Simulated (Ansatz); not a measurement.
# Bi2Te2Se: the cost of one run

Program: Ansatz 0.2.0. Level of theory: DFT r2SCAN, scalar-relativistic, plane waves, PAW. These are calculated values, not measurements.

### Step 1. The system as given

Symmetry: R-3m, No. 166, trigonal system. The conventional cell has a = 4.322 Å, b = 4.322 Å, c = 31.757 Å, α = 90.00°, β = 90.00°, γ = 120.00°. Around Bi (site symmetry 3m) lie 3 Te at 3.05 Å and 3 Se at 3.11 Å. Te (site symmetry 3m) is surrounded by 3 Bi at 3.05 Å. Se (site symmetry -3m) is surrounded by 6 Bi at 3.11 Å.

Structure file:

```
Bi Te Se
1.0
     2.16097    1.24764   10.58557
    -2.16097    1.24764   10.58557
     0.00000   -2.49527   10.58557
Bi Te Se
2 2 1
Direct
  0.60828 0.60828 0.60828
  0.39172 0.39172 0.39172
  0.21960 0.21960 0.21960
  0.78040 0.78040 0.78040
  0.00000 0.00000 0.00000
```

The structure rests on an entry of the Materials Project (structure only); cell or positions may have been set otherwise for this series.

### Step 2. Relaxing the atoms: Bi2Te2Se, no spin

Input file input.yaml:

```yaml
crystal:
  lattice:
    - [2.1609687617, 1.2476358963, 10.5855712543]
    - [-2.1609687617, 1.2476358963, 10.5855712543]
    - [0.0, -2.4952717926, 10.5855712543]
  atoms:
    - { symbol: Bi, position: [0.60827876, 0.60827876, 0.60827876] }
    - { symbol: Bi, position: [0.39172124, 0.39172124, 0.39172124] }
    - { symbol: Te, position: [0.21959513, 0.21959513, 0.21959513] }
    - { symbol: Te, position: [0.78040487, 0.78040487, 0.78040487] }
    - { symbol: Se, position: [1.0, 0.0, 0.0] }
scf:
  occupations: { method: fixed }
output:
  forces: true
  stress: true
  eigenvalues: true
  write_density: true
  write_potential: true
  elf: true
  volumetric_format: npy
kpoints:
  mp_grid: { grid: [3, 3, 3] }
hamiltonian:
  xc: r2scan
relax:
  f_tol: 0.003
  max_steps: 60
```

Launch:

```bash
ansatz run input.yaml --threads 8 --pin off --max-ram 32768MiB --backend cpu --events-out ev --progress --plain --runs-dir out
```

What time and memory should one allow on 8 threads of Arm Neoverse N1, shared host?

About 16 s, with a peak of 0.97 GiB.
